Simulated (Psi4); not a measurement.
# SiPH5O2 (SMILES O[SiH2]OP): PBE/6-31G(d) (spherical functions)

Aim: the vertical ionisation energy of SiPH5O2 at PBE/6-31G* (spherical functions), from 2 runs. 

The results are computed with Psi4 1.11.

1 further run of the same task is left out (set aside as unsound or not needed).

**1. Starting point**

SiPH5O2 has 9 atoms, charge 0, and is taken as a singlet. SMILES: `O[SiH2]OP`. The coordinates come from a PBE0-D4/def2-TZVP relaxation. This is one conformer, not always the lowest.

Bond lengths: O1–Si2 1.637 Å, Si2–O3 1.648 Å, O3–P4 1.646 Å, O1–H5 0.958 Å, Si2–H6 1.486 Å, Si2–H7 1.473 Å, P4–H8 1.424 Å, P4–H9 1.424 Å. Some angles: O1–Si2–O3 112.6°, Si2–O3–P4 125.8°, O1–Si2–H6 109.8°, O1–Si2–H7 106.9°, O3–Si2–H6 108.4°, O3–Si2–H7 105.8°, Si2–O1–H5 118.2°, O3–P4–H8 98.7°, O3–P4–H9 98.7°, H6–Si2–H7 113.3°.

**2. The energy at PBE/6-31G(d) (spherical functions)**

calc.inp

```
memory 2200 mb

molecule mol {
  0 1
  O
  Si 1 1.637187
  O 2 1.647601 1 112.63239
  P 3 1.646087 2 125.81202 1 -64.77696
  H 1 0.958039 2 118.15097 3 82.24499
  H 2 1.486075 1 109.79207 5 -38.67617
  H 2 1.473489 6 113.28507 3 -117.13562
  H 4 1.423741 3 98.68026 2 -134.00822
  H 4 1.423658 8 92.17492 3 99.1196
  symmetry c1
  no_reorient
  no_com
}

set puream true
set e_convergence 1e-09
set d_convergence 1e-08
set scf_type pk
set dft_radial_points 99
set dft_spherical_points 590

e_tot, wfn = energy('pbe/6-31G*', return_wfn=True)
oeprop(wfn, 'DIPOLE', 'MULLIKEN_CHARGES', 'QUADRUPOLE')
```

Started as:

```sh
psi4 -n 1 calc.inp calc.out
```

calc.out:

```text
[...]
  Running in c1 symmetry.
[...]
  Nuclear repulsion =  233.152825446956626
[...]
  Multiplicity = 1
[...]
  Nalpha       = 25
  Nbeta        = 25
[...]
    Number of basis functions: 74
[...]
   @RKS iter   1:  -783.48469190047661   -1.92817e-02   1.26372e-02 DIIS/ADIIS
[...]
   @RKS iter  12:  -783.83627990753712   -5.68434e-12   6.08165e-09 DIIS
[...]
    Orbital Energies [Eh]
    ---------------------
    Doubly Occupied:
       1A    -76.336165     2A    -65.443992     3A    -18.777990
       4A    -18.772310     5A     -6.335813     6A     -5.084411
       7A     -4.556133     8A     -4.551978     9A     -4.547319
      10A     -3.497096    11A     -3.495487    12A     -3.493720
      13A     -0.933875    14A     -0.915766    15A     -0.590990
      16A     -0.508802    17A     -0.437382    18A     -0.397456
      19A     -0.379800    20A     -0.359165    21A     -0.321056
      22A     -0.299741    23A     -0.273998    24A     -0.263066
      25A     -0.216081
[...]
  @RKS Final Energy:  -783.83627990753712
   => Energetics <=
    Nuclear Repulsion Energy =            233.1528254469566264
    One-Electron Energy =               -1547.7852385930591481
    Two-Electron Energy =                 593.6431136473481729
    DFT Exchange-Correlation Energy =     -62.8469804087828834
    Empirical Dispersion Energy =           0.0000000000000000
    VV10 Nonlocal Energy =                  0.0000000000000000
    Total Energy =                       -783.8362799075371186
[...]
 Multipole Moments:
 ------------------------------------------------------------------------------------
     Multipole            Electronic (a.u.)      Nuclear  (a.u.)        Total (a.u.)
 ------------------------------------------------------------------------------------
 L = 1.  Multiply by 2.5417464519 to convert [e a0] to [Debye]
 Dipole X            :         -0.8978108            0.3777569           -0.5200539
 Dipole Y            :         -1.7171378            1.5743996           -0.1427382
 Dipole Z            :         -0.3749116            0.3051237           -0.0697880
 Magnitude           :                                                    0.5437836
 L = 2.  Multiply by 1.3450342976 to convert [e a0^2] to [Debye ang]
 Quadrupole XX       :        -98.2181437           67.7313210          -30.4868227
 Quadrupole XY       :       -106.1699761          105.6316207           -0.5383554
[...]
  Mulliken Charges: (a.u.)
   Center  Symbol    Alpha    Beta     Spin     Total
       1     O     4.32867  4.32867  0.00000 -0.65734
       2    SI     6.65739  6.65739  0.00000  0.68522
       3     O     4.28882  4.28882  0.00000 -0.57763
       4     P     7.37644  7.37644  0.00000  0.24712
       5     H     0.28690  0.28690  0.00000  0.42620
       6     H     0.54607  0.54607  0.00000 -0.09215
       7     H     0.52949  0.52949  0.00000 -0.05899
       8     H     0.49325  0.49325  0.00000  0.01350
       9     H     0.49296  0.49296  0.00000  0.01407
   Total alpha = 25.00000, Total beta = 25.00000, Total charge = -0.00000
[...]
```

It took 20 s on 1 thread of Intel Xeon Platinum 8259CL at 2.50GHz (Skylake/Cascade Lake), shared host; peak memory 1.2 GiB.

**3. The doublet cation, same level**

job.dat

```
memory 2200 mb

molecule geom {
  1 2
  O     -0.307900     1.144300    -1.642900
  Si     0.817700     0.562000    -0.606400
  O      0.302400    -0.778100     0.201800
  P     -0.942200    -0.834900     1.277600
  H     -0.998700     1.706900    -1.290600
  H      1.170600     1.605300     0.391300
  H      1.964500     0.123500    -1.421100
  H     -0.305900    -1.590900     2.302600
  H     -1.612000    -1.984300     0.770600
  symmetry c1
  no_reorient
  no_com
}

set {
  basis 6-31G*
  reference uks
  puream true
  e_convergence 1e-09
  d_convergence 1e-08
  scf_type pk
  dft_radial_points 99
  dft_spherical_points 590
  maxiter 100
}

E, wfn = energy("pbe", return_wfn=True)
oeprop(wfn, "MAYER_INDICES", "MULLIKEN_CHARGES", "DIPOLE", title="PBE")
print_variables()
```

Started as:

```sh
psi4 -i job.dat -o job.out -n 1
```

job.out, cut to the lines that bear on the results:

```text
[...]
  Running in c1 symmetry.
[...]
  Nuclear repulsion =  233.152845558399036
[...]
  Multiplicity = 2
[...]
  Nalpha       = 25
  Nbeta        = 24
[...]
    Number of basis functions: 74
[...]
   @UKS iter   1:  -783.15503066713336    3.10380e-01   1.22195e-02 DIIS/ADIIS
[...]
   @UKS iter  17:  -783.49824537590257   -1.93268e-12   5.39780e-09 DIIS
[...]
   @S^2 Observed:                7.515843575E-01
[...]
  @UKS Final Energy:  -783.49824537590257
   => Energetics <=
    Nuclear Repulsion Energy =            233.1528455583990365
    One-Electron Energy =               -1536.2423104516997228
    Two-Electron Energy =                 582.1025218523802778
    DFT Exchange-Correlation Energy =     -62.5113023349823038
    Empirical Dispersion Energy =           0.0000000000000000
    VV10 Nonlocal Energy =                  0.0000000000000000
    Total Energy =                       -783.4982453759025702
[...]
 Multipole Moments:
 ------------------------------------------------------------------------------------
     Multipole            Electronic (a.u.)      Nuclear  (a.u.)        Total (a.u.)
 ------------------------------------------------------------------------------------
 L = 1.  Multiply by 2.5417464519 to convert [e a0] to [Debye]
 Dipole X            :          3.7685364           -4.7445354           -0.9759990
 Dipole Y            :          3.1930435           -3.5250951           -0.3320516
 Dipole Z            :          1.6572480           -0.1919962            1.4652519
 Magnitude           :                                                    1.7915901
[...]
  Mulliken Charges: (a.u.)
   Center  Symbol    Alpha    Beta     Spin     Total
       1     O     4.33109  4.25667  0.07442 -0.58777
       2    SI     6.63883  6.64290 -0.00407  0.71827
       3     O     4.35538  4.10658  0.24881 -0.46196
       4     P     7.46124  6.98364  0.47760  0.55512
       5     H     0.27098  0.27105 -0.00007  0.45796
       6     H     0.53981  0.44980  0.09001  0.01039
       7     H     0.50264  0.46588  0.03676  0.03148
       8     H     0.44748  0.41727  0.03021  0.13525
       9     H     0.45254  0.40620  0.04634  0.14126
   Total alpha = 25.00000, Total beta = 24.00000, Total charge =  1.00000
[...]
```

Wall time 43 s (1 thread of Intel Xeon Platinum 8259CL at 2.50GHz (Skylake/Cascade Lake), shared host); peak memory 1.2 GiB.

**4. Results**

Level: PBE/6-31G* (spherical functions).

| quantity | value |
| --- | --- |
| singlet SiPH5O2: total energy | -783.83628 Eh |
| singlet SiPH5O2: dipole moment | 1.38 D |
| singlet SiPH5O2: HOMO energy | -5.88 eV |
| singlet SiPH5O2: LUMO energy | -0.91 eV |
| singlet SiPH5O2: HOMO–LUMO gap | 4.97 eV |
| doublet cation: total energy | -783.49825 Eh |
| doublet cation: HOMO energy (highest over α and β) | -12.69 eV |
| doublet cation: LUMO energy (lowest over α and β) | -12.30 eV |
| doublet cation: ⟨S²⟩ | 0.752 |
| vertical ionisation energy (to the doublet cation) | 9.198 eV |

**Reading.** Removing an electron at fixed nuclei costs 9.20 eV (888 kJ/mol). The negative HOMO energy of the first species, 5.88 eV, lies 3.32 eV below that difference. Mulliken charges (singlet SiPH5O2) run from -0.66 on O1 to +0.69 on Si2. Mulliken charges (doublet cation) run from -0.59 on O1 to +0.72 on Si2; they depend strongly on the basis.
